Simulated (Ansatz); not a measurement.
# GaPHS (doublet): wave-function methods side by side at a displaced geometry (v2), cc-pVDZ

One table from this session's results is given with a row withheld; the runs are named, their logs left out.

Method: cc-pVDZ, core rule «outside noble gas», up to 24 orbitals frozen; program: Ansatz 0.2.0, Gaussian basis.

The runs, in order: UHF; CCSD(T) on ROHF; CCSD(T) on UHF; BCCD(T) on ROHF; CISD; CCSDT(Q) on ROHF; CCSDT(Q) on UHF.

30 further runs of the same task are left out: 3 for a known fault of the program, 10 that didn't finish, 17 set aside as unsound or not needed.

### The system

The geometry is a PBE0/def2-TZVP stationary point (not a proven minimum) with its atoms shifted at random (size 0.100 Å). No spin-orbit coupling is included. The filled d shell of Ga may be among the frozen orbitals whatever the setting's name suggests; the logs give the count.

4 atoms, charge 0, spin multiplicity 2.

Atoms are counted from 1 here; the program's logs count them from 0.

Bond lengths: Ga1–S2 2.383 Å, Ga1–P3 2.720 Å, S2–P3 2.103 Å, P3–H4 1.398 Å. Angles: S2–Ga1–P3 48.1°, Ga1–S2–P3 74.4°, Ga1–P3–S2 57.5°, Ga1–P3–H4 157.5°, S2–P3–H4 100.8°.

As a file:

```xyz
4
charge 0, multiplicity 2
Ga    0.05999   -0.13129    1.11705
S    -0.10488    1.14466   -0.88889
P    -0.02826   -0.86616   -1.50035
H     0.05485   -0.71603   -2.88775
```

Set-up of the first run:

Contents of in.yaml:

```yaml
crystal:
  periodic: [false, false, false]
  atoms:
    - {symbol: Ga, position_ang: [0.059994, -0.131287, 1.117054]}
    - {symbol: S, position_ang: [-0.104880, 1.144664, -0.888885]}
    - {symbol: P, position_ang: [-0.028259, -0.866159, -1.500354]}
    - {symbol: H, position_ang: [0.054849, -0.716030, -2.887747]}
basis:
  gaussian: {orbitals: cc-pVDZ}
magnetization: {spin_polarized: true, initial_magnetization: 1}
hamiltonian: {xc: hf}
output: {orbitals: {seedname: orbitals}}
```

The run is started by

```console
$ ansatz run in.yaml --threads 1 --pin off --events-out ev --progress --plain --max-ram 2393MiB
```

Among the steps run: UHF; CCSD(T) on ROHF; CCSD(T) on UHF; BCCD(T) on ROHF; CISD; CCSDT(Q) on ROHF; CCSDT(Q) on UHF.

One of the session's tables, all rows but one given; the rest of the session is left out.

```
   method  from UCCSDT(Q) (kJ/mol)
     ROHF                   +885.5
      UHF                   +871.8
     RMP2                   +137.2
     UMP2                   +139.6
    RCCSD                    +39.4
    UCCSD                    +38.9
 RCCSD(T)                     +6.3
 UCCSD(T)                     +6.3
  BCCD(T)                        ?
   RCCSDT                     +2.9
   UCCSDT                     +2.9
RCCSDT(Q)                     +0.3
UCCSDT(Q)                        0
```

Estimate the missing values for BCCD(T).

**Answer.** from UCCSDT(Q) (kJ/mol): +6.0. In the column «from UCCSDT(Q) (kJ/mol)» it lies between UCCSDT (+2.9) and RCCSD(T) (+6.3).

Not comparable, so not listed: CISD (they don't share determinant, frozen orbitals or solution with the rows shown, or repeat one).

Limits of these values: Restricted and unrestricted rows rest on different reference determinants; where their highest levels disagree by more than a few hundredths of an eV, they describe different states and don't form one ladder.
